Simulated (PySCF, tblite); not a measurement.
# C7H13 radical: geometry, infrared bands and EPR parameters

Wanted: the infrared bands and EPR parameters of C7H13 radical (`CC/C=[C]\CCC`), by calculation.

Programs: tblite 0.8.0 and PySCF 2.14.0, with density-fitted response routines of our own. Each step states its level of theory. These are calculated values for one molecule in the gas phase, unless marked as measured. Atoms are numbered from 0 throughout.

## (1) The molecule as given

20 atoms, charge 0, multiplicity 2; geometry from: force field or distance geometry start.

Bonds of the start (Å): C0–C1 1.52, C1–C2 1.49, C2–C3 1.31, C3–C4 1.48, C4–C5 1.53, C5–C6 1.51, C0–H7 1.11, C0–H8 1.10, C0–H9 1.12, C1–H10 1.10, C1–H11 1.11, C2–H12 1.09, C4–H13 1.10, C4–H14 1.11, C5–H15 1.12, C5–H16 1.10, C6–H17 1.12, C6–H18 1.10, C6–H19 1.11.

## (2) Optimising the geometry with GFN2-xTB

The job: settings as JSON, then the geometry in Å.

```
{"job": {"kind": "relax", "xc": "GFN2-xTB", "basis": "xTB"}, "charge": 0, "multiplicity": 2}
C     -3.192900     0.315700     0.131800
C     -2.074400    -0.496700    -0.499600
C     -1.077100     0.502300    -0.973200
C      0.192800     0.516900    -0.653400
C      0.866300    -0.452400     0.247400
C      2.266100    -0.644500    -0.335800
C      3.033500     0.659800    -0.372800
H     -3.414000    -0.052100     1.156100
H     -2.915700     1.383200     0.114300
H     -4.078600     0.222500    -0.550200
H     -1.683600    -1.189400     0.259600
H     -2.508600    -1.027700    -1.374900
H     -1.463400     1.281200    -1.635100
H      0.997200    -0.096700     1.280000
H      0.352800    -1.438700     0.260800
H      2.840200    -1.414800     0.236700
H      2.146700    -1.010800    -1.367900
H      2.566700     1.397400    -1.068900
H      3.080100     1.126800     0.624700
H      4.060800     0.428400    -0.711700
```

Launch:

```
OMP_NUM_THREADS=1 python probes_run.py task.json out
```

One launch serves the whole session: the jobs run in the order shown.

Log:

```text
step      E/eV     max force
  0    -584.50218    1.865
  1    -584.66207    1.432
  2    -584.73877    1.096
  3    -584.78676    0.673
  4    -584.81777    0.393
  5    -584.84496    0.394
  6    -584.86544    0.375
  7    -584.87979    0.234
  8    -584.88844    0.220
  9    -584.89672    0.226
 10    -584.90624    0.253
 11    -584.91597    0.257
 12    -584.92484    0.204
 13    -584.93308    0.185
 14    -584.94110    0.215
 15    -584.94879    0.223
 16    -584.95521    0.162
 17    -584.96006    0.164
 18    -584.96394    0.135
 19    -584.96711    0.123
 20    -584.96959    0.101
 21    -584.97150    0.084
 22    -584.97307    0.096
 23    -584.97445    0.115
 24    -584.97564    0.105
 25    -584.97667    0.097
 26    -584.97768    0.080
 27    -584.97876    0.091
 28    -584.97992    0.091
 29    -584.98103    0.068
 30    -584.98199    0.069
 31    -584.98276    0.065
 32    -584.98341    0.061
 33    -584.98400    0.062
 34    -584.98454    0.066
 35    -584.98501    0.054
 36    -584.98537    0.044
 37    -584.98564    0.033
 38    -584.98584    0.042
 39    -584.98605    0.044
 40    -584.98632    0.039
 41    -584.98669    0.048
 42    -584.98723    0.058
 43    -584.98802    0.073
 44    -584.98910    0.076
 45    -584.99045    0.093
 46    -584.99212    0.108
 47    -584.99431    0.121
 48    -584.99695    0.129
 49    -584.99979    0.149
 50    -585.00298    0.193
 51    -585.00503    0.166
 52    -585.00126    0.565
 53    -585.01223    0.103
 54    -585.01561    0.091
 55    -585.01430    0.607
 56    -585.02359    0.094
 57    -585.02738    0.099
 58    -585.02055    0.662
 59    -585.03396    0.116
 60    -585.03738    0.121
 61    -585.03130    0.658
 62    -585.04541    0.118
 63    -585.04915    0.116
 64    -585.04791    0.567
 65    -585.05869    0.110
 66    -585.06191    0.110
 67    -585.06736    0.251
 68    -585.07057    0.112
 69    -585.07280    0.099
 70    -585.07536    0.093
 71    -585.07659    0.089
 72    -585.07772    0.075
 73    -585.07899    0.064
 74    -585.07998    0.062
 75    -585.08108    0.064
 76    -585.08213    0.065
 77    -585.08310    0.061
 78    -585.08423    0.066
 79    -585.08560    0.073
 80    -585.08710    0.082
 81    -585.08846    0.095
 82    -585.08953    0.091
 83    -585.09038    0.075
 84    -585.09122    0.054
 85    -585.09204    0.054
 86    -585.09267    0.049
 87    -585.09314    0.095
 88    -585.09355    0.064
 89    -585.09399    0.030
 90    -585.09414    0.027
 91    -585.09428    0.023
 92    -585.09442    0.026
 93    -585.09461    0.029
 94    -585.09479    0.031
 95    -585.09497    0.027
 96    -585.09517    0.030
 97    -585.09542    0.032
 98    -585.09569    0.036
 99    -585.09589    0.032
100    -585.09603    0.023
101    -585.09616    0.028
102    -585.09630    0.030
103    -585.09645    0.032
104    -585.09657    0.024
105    -585.09666    0.016
106    -585.09672    0.019
107    -585.09676    0.022
108    -585.09680    0.019
109    -585.09682    0.010
110    -585.09685    0.009
```

Wall time 0.69 s (1 thread of Arm Neoverse V1, shared host).

Step by step: (not every step is listed)

```tsv
step	energy from step 0 (eV)	largest force (eV/Å)
0	0.0000	1.8645
1	-0.1599	1.4319
2	-0.2366	1.0957
3	-0.2846	0.6734
4	-0.3156	0.3930
5	-0.3428	0.3940
6	-0.3633	0.3750
7	-0.3776	0.2336
8	-0.3863	0.2199
17	-0.4579	0.1643
26	-0.4755	0.0796
35	-0.4828	0.0536
44	-0.4869	0.0759
53	-0.5101	0.1030
62	-0.5432	0.1183
71	-0.5744	0.0887
80	-0.5849	0.0818
89	-0.5918	0.0304
98	-0.5935	0.0359
105	-0.5945	0.0162
106	-0.5945	0.0191
107	-0.5946	0.0217
108	-0.5946	0.0185
109	-0.5946	0.0103
110	-0.5947	0.0095
```

Distances of close pairs at the start and the end, largest changes first:

```tsv
bond	before (Å)	after (Å)	change (Å)
C1–C2	1.489	1.524	+0.035
C0–H9	1.122	1.088	-0.033
C6–H17	1.116	1.088	-0.028
C3–C4	1.485	1.459	-0.026
C5–H15	1.118	1.093	-0.026
C0–H7	1.111	1.089	-0.022
C1–H11	1.112	1.093	-0.019
C6–H19	1.106	1.088	-0.019
```

The next job starts from the end point, and lists it.

## (3) Vibrational analysis with GFN2-xTB

The job: settings as JSON, then the geometry in Å.

```
{"job": {"kind": "ir", "xc": "GFN2-xTB", "basis": "xTB"}, "charge": 0, "multiplicity": 2}
C     -3.356032     0.370372     0.113363
C     -2.267645    -0.495252    -0.509631
C     -1.096504     0.362662    -0.973936
C      0.128405     0.268973    -0.569307
C      1.023234    -0.475405     0.309888
C      2.422146    -0.641308    -0.302737
C      3.104030     0.707431    -0.491039
H     -4.185898    -0.248970     0.448936
H     -2.963896     0.916699     0.968697
H     -3.733637     1.090132    -0.610302
H     -1.912424    -1.229998     0.214094
H     -2.670749    -1.028211    -1.375060
H     -1.384496     1.114474    -1.701810
H      1.112301     0.055125     1.263510
H      0.609562    -1.474530     0.515443
H      3.027894    -1.274922     0.349423
H      2.328417    -1.142712    -1.268380
H      2.481007     1.353237    -1.106644
H      3.258960     1.195605     0.469205
H      4.070177     0.587275    -0.975840
```

Log:

```text
mode    cm-1     km/mol
  1      -7.4      0.17
  2      44.1      0.17
  3      81.8      0.28
  4     136.5      0.93
  5     173.0      0.41
  6     226.4      0.49
  7     236.6      0.18
  8     321.0      0.88
  9     381.3      2.09
 10     438.1      0.50
 11     542.6      7.31
 12     772.8      9.03
 13     784.6      3.16
 14     824.6     11.67
 15     868.4      1.80
 16     891.3      1.20
 17     921.4     15.25
 18     984.6      6.02
 19    1043.7      0.93
 20    1067.1      4.90
 21    1076.7      1.92
 22    1080.9      1.77
 23    1103.4      8.42
 24    1113.4      2.67
 25    1197.0      1.47
 26    1232.6      0.16
 27    1246.2      0.20
 28    1258.4     11.89
 29    1298.7      2.55
 30    1305.0      1.18
 31    1337.8      3.63
 32    1408.1      0.95
 33    1409.8      2.35
 34    1431.6      2.26
 35    1473.8      0.90
 36    1491.2      0.07
 37    1497.7      4.72
 38    1497.8      0.31
 39    1503.5      1.94
 40    1504.5      1.42
 41    1811.1     37.34
 42    2834.7     40.92
 43    2934.5     23.15
 44    2950.0     43.24
 45    2967.7     55.78
 46    2981.7      7.99
 47    2983.6     39.17
 48    2993.9     48.44
 49    3020.3     54.31
 50    3027.0     50.84
 51    3028.8     61.11
 52    3030.7     35.68
 53    3034.7     32.28
 54    3035.9     40.93
```

Run time: 0.62 s. Hardware: 1 thread of Arm Neoverse V1, shared host.

Which atoms move in the most intense modes:

```tsv
cm⁻¹	km/mol	atoms
2835	40.9	H14 93 %
2950	43.2	H11 91 %
2968	55.8	H15 74 %, H16 15 %
2994	48.4	H10 69 %, H12 19 %
3020	54.3	H7 88 %
3027	50.8	H18 59 %, H17 29 %
3029	61.1	H9 73 %, H8 16 %
3036	40.9	H19 83 %
```

## (4) EPR parameters: B3LYP/pcH-1

Settings changed since step 3:

```diff
@@ -1,2 +1,2 @@
-{"job": {"kind": "ir", "xc": "GFN2-xTB", "basis": "xTB"}, "charge": 0, "multiplicity": 2}
+{"job": {"kind": "epr", "basis": "pcH-1"}, "charge": 0, "multiplicity": 2}
 C     -3.356032     0.370372     0.113363
```

Method: UKS B3LYP, pcH-1 on C H, non-relativistic, mean-field spin-orbit, GIAO.

Log:

```text
UKS, coarse grid
  cycle   1  E = -274.43880468  |g| = 3.64e-01
  cycle   2  E = -274.42030350  |g| = 4.19e-01
  cycle   3  E = -274.51268398  |g| = 4.25e-02
  cycle   4  E = -274.51290542  |g| = 3.91e-02
  cycle   5  E = -274.51369322  |g| = 8.99e-03
  cycle   6  E = -274.51374848  |g| = 3.52e-03
  cycle   7  E = -274.51376304  |g| = 1.70e-03
  cycle   8  E = -274.51377076  |g| = 6.39e-04
UKS, final grid
  cycle   1  E = -274.51378382  |g| = 4.97e-04
  cycle   2  E = -274.51378413  |g| = 5.08e-04
  cycle   3  E = -274.51378431  |g| = 1.90e-04
  cycle   4  E = -274.51378441  |g| = 1.81e-04
  cycle   5  E = -274.51378445  |g| = 5.78e-05
  cycle   6  E = -274.51378445  |g| = 5.53e-06
E = -274.51378445 Eh   <S^2> = 0.7583 (exact 0.7500)
g shifts (ppm)      1          2          3
  rmc          -155       -155       -155
  gc             38          9         21
  oz_so        -551        -25        744
  total        -668       -170        610
hyperfine (MHz)  atom isotope    a_iso     a_fc   dipolar eigenvalues
    0   13C      -6.10      -6.10     -0.52     -0.49      1.00
    1   13C      74.23      74.23     -8.56     -7.72     16.28
    2   13C     -12.76     -12.76    -17.97      1.75     16.22
    3   13C     258.27     258.27    -80.97    -61.04    142.00
    4   13C      10.03      10.03     -5.02     -4.07      9.08
    5   13C      34.56      34.56     -2.83     -1.86      4.69
    6   13C       3.29       3.29     -2.02     -0.44      2.46
    7    1H       6.13       6.13     -1.10     -0.59      1.69
    8    1H       1.87       1.87     -1.56     -1.16      2.72
    9    1H       0.11       0.11     -1.35     -0.85      2.20
   10    1H      -6.25      -6.25     -5.94     -0.66      6.60
   11    1H      -6.63      -6.63     -4.14     -1.65      5.80
   12    1H     112.54     112.54     -6.32     -5.29     11.61
   13    1H       7.50       7.50     -6.38     -4.48     10.86
   14    1H     115.28     115.28     -5.78     -1.86      7.63
   15    1H      -2.45      -2.45     -2.73     -1.81      4.54
   16    1H      -1.92      -1.92     -3.94     -2.86      6.80
   17    1H       2.65       2.65     -6.90     -4.01     10.91
   18    1H       0.24       0.24     -2.04     -1.81      3.85
   19    1H      -0.90      -0.90     -1.84     -1.28      3.12
```

It took 1.7 min on 1 thread of Arm Neoverse V1, shared host; peak memory 1.1 GiB.

Principal g values 2.00165, 2.00215, 2.00293; g(iso) = 2.00224, against 2.00232 for a free electron.

Hyperfine couplings; where a row names several nuclei, a(iso) is their mean (it holds for fast rotation or exchange) and the dipolar term the largest among them:

```tsv
nuclei	isotope	a(iso) (MHz)	a(iso) (G, at g = 2.0023)	largest dipolar term (MHz)
C3	13C	258.3	92.2	142.0
H12	1H	112.5	40.2	11.6
C1	13C	74.2	26.5	16.3
H13, H14	1H	61.4	21.9	10.9
C5	13C	34.6	12.3	4.7
C2	13C	-12.8	-4.6	-18.0
C4	13C	10.0	3.6	9.1
H10, H11	1H	-6.4	-2.3	6.6
C0	13C	-6.1	-2.2	1.0
C6	13C	3.3	1.2	2.5
H7, H8, H9	1H	2.7	1.0	2.7
H15, H16	1H	-2.2	-0.8	6.8
H17, H18, H19	1H	0.7	0.2	10.9
```

Mulliken spin populations:

C0 0.00; C1 0.08; C2 -0.16; C3 0.99; C4 -0.05; C5 0.01; C6 0.01; H7 0.00; H8 0.00; H9 0.00; H10 0.00; H11 0.00; H12 0.05; H13 0.00; H14 0.06; H15 0.00; H16 0.00; H17 0.00; H18 0.00; H19 0.00

In first order the couplings over 0.8 MHz of 1H give 207 distinct lines over 93.0 G, if the averaged nuclei exchange fast.

Orbitals, density, ELF and potential are computed afterwards from the orbital file.

ELF in a plane through or near 9 of the atoms.

Values, 10 rows by 14 columns:
```
0.00 0.00 0.00 0.00 0.00 0.00 0.00 0.00 0.00 0.00 0.00 0.00 0.00 0.00
0.00 0.00 0.00 0.00 0.01 0.00 0.06 0.01 0.00 0.00 0.00 0.00 0.00 0.00
0.00 0.00 0.00 0.73 0.78 0.02 0.98 0.35 0.29 0.77 0.01 0.00 0.00 0.00
0.00 0.00 0.01 0.93 0.96 0.20 0.98 0.29 0.92 0.98 0.04 0.25 0.04 0.00
0.00 0.00 0.01 0.12 0.30 0.83 0.59 0.23 0.38 0.25 0.34 0.87 0.37 0.00
0.00 0.03 0.98 0.92 0.74 0.09 0.74 0.60 0.28 0.56 0.57 0.36 0.04 0.00
0.00 0.03 0.98 0.89 0.96 0.38 0.86 0.44 0.89 0.08 0.93 0.97 0.04 0.00
0.00 0.00 0.13 0.10 0.98 0.55 0.15 0.05 0.96 0.16 0.45 0.74 0.00 0.00
0.00 0.00 0.00 0.01 0.15 0.02 0.00 0.00 0.19 0.01 0.00 0.00 0.00 0.00
0.00 0.00 0.00 0.00 0.00 0.00 0.00 0.00 0.00 0.00 0.00 0.00 0.00 0.00
```
The map spans 13.6 Å across and 8.5 Å up, centred on the molecule. Atoms in the plane (x, y in Å): C3 (-0.1, -0.4), C5 (-2.4, 0.6), C6 (-3.1, -0.7), H9 (3.7, -1.2), H10 (1.9, 1.3), H14 (-0.6, 1.7), H15 (-3.0, 1.4), H17 (-2.5, -1.6), H19 (-4.1, -0.8).

On the surface of density 0.002 e/bohr³ the electrostatic potential runs, from the 1st to the 99th percentile, from -0.79 V near C3 to 0.62 V near H14.

The spin density lies nearest to C3 67 %; C2 6 % (beta excess).

## (5) Summary of results

| quantity | value |
| --- | --- |
| strongest single infrared mode (GFN2-xTB) | 3029 cm⁻¹, 61 km/mol |
| zero-point energy (GFN2-xTB) | 111.3 kcal/mol |
| g(iso) (B3LYP) | 2.00224 |
| ⟨S²⟩ | 0.758 (exact 0.75) |
| largest a(iso) (averaged by class) | 13C on C3, 258.3 MHz |
| surface potential, 1st and 99th percentile | -0.79 V and 0.62 V |

**Reading.** The optimisation took 110 steps and gained 0.595 eV; among the close pairs (by a distance rule), C1–C2 changed most, from 1.489 to 1.524 Å. The lowest mode is slightly imaginary (7i cm⁻¹), a soft motion within the noise of the Hessian, so the minimum is not strictly shown. Unscaled tight-binding wavenumbers are off by several per cent, some by more. Its intensities can rank the bands wrongly. Most of the unpaired spin sits on C3 (0.99 e). The isotropic g lies 0.1 ppt below the free-electron value.
